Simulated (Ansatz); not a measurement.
HPbNO4:

```
CELL_PARAMETERS angstrom
3.85707 0.00178 -0.03658
0.17353 4.33436 -0.01647
0.75803 0.83873 5.87662
ATOMIC_POSITIONS crystal
H 0.61511 0.89559 0.19844
Pb 0.64597 0.44651 0.91685
N 0.71474 0.23810 0.50058
O 0.16958 0.47007 0.77768
O 0.62919 0.97045 0.49845
O 0.56424 0.92583 0.03849
O 0.78022 0.42250 0.31951
```

The cell was built by a generator and needn't be a form met in nature.

Base run:

| Property | Result |
| --- | --- |
| Program | Ansatz 0.2.0 |
| Functional | PBE |
| Potentials or basis | all-electron LAPW, scalar-relativistic |
| Cutoff | 764 eV |
| Density cutoff | 3058 eV |
| Basis error allowed | 0.002 eV/atom |
| k mesh | 5 × 4 × 4 |
| Occupations | fermi-dirac, width 0.05 eV |
| Spin | no spin polarisation |

Its results: band gap on the k mesh 0.26 eV, indirect (least direct gap 0.46 eV); pressure 0.0 GPa; largest force 0.080 eV/Å.

The run is repeated on the same cell with these changes: functional from PBE to revPBE. What comes out?

Band gap on the k mesh 0.26 eV, indirect (least direct gap 0.45 eV); pressure 2.0 GPa; largest force 0.172 eV/Å.

revPBE binds less tightly than PBE, so the same cell stands under more pressure.

Caveats: spin-orbit coupling is left out, which as a rule narrows the gap of such compounds by several tenths of an eV.

A k mesh can miss the band edges.

Not every run made on this cell is shown here.
